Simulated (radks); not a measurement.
# Xe in [Xe]: an all-electron calculation

One table from this session's results is given with a row withheld; the runs are named, their logs left out.

Program: radks (a radial shooting solver on a logarithmic mesh, Libxc functionals) version 1. Level of theory: scalar-relativistic Kohn-Sham, MS2 meta-GGA, spin-unpolarised, spherical densities, finite nucleus. These are calculated values, not measurements, unless marked.

## The atom as given

* element: xenon (Z = 54)
* charge: 0
* electrons: 54
* configuration: [Xe]
* nuclear rms radius: 4.7859 fm

The outer shells:

Xe
```
[Kr] core
4d [↑↓][↑↓][↑↓][↑↓][↑↓]
5s [↑↓]
5p [↑↓][↑↓][↑↓]
```

Set-up of the first run:

Settings of this run:

```text
Z 54
configuration [Xe] 6s0 4f0
relativity scalar-relativistic
functional ms2,regtpss
spin unpolarised
nucleus finite rms 4.7859 fm
c 137.035999084
```

On the command line:

```bash
$ python run_ks.py task.json out
```

This one command runs every case of the session in turn.

One of the session's tables, all rows but one given; the rest of the session is left out.

It belongs to the step «Radial structure». Sizes of the orbitals, from the radial functions (bohr):

```
level      <r>  outermost maximum (interpolated)  90 % within  nodes
   1s  0.02665                            0.0171       0.0479      0
   2s   0.1145                            0.0968        0.177      1
   2p        ?                                 ?            ?      ?
   3s   0.3056                             0.278        0.449      2
   3p   0.3040                             0.273        0.456      1
   3d   0.2810                             0.226        0.441      0
   4s   0.7165                             0.662         1.03      3
   4p   0.7641                             0.694         1.11      2
   4d   0.8759                             0.748         1.33      1
   5s    1.890                              1.64         2.76      4
   5p    2.300                              1.91         3.44      3
```

Estimate the missing values for 2p.

**Answer.** <r>: 0.1003; outermost maximum (interpolated): 0.0778; 90 % within: 0.163; nodes: 0. In the column «<r>» it lies between 1s (0.02665) and 2s (0.1145).
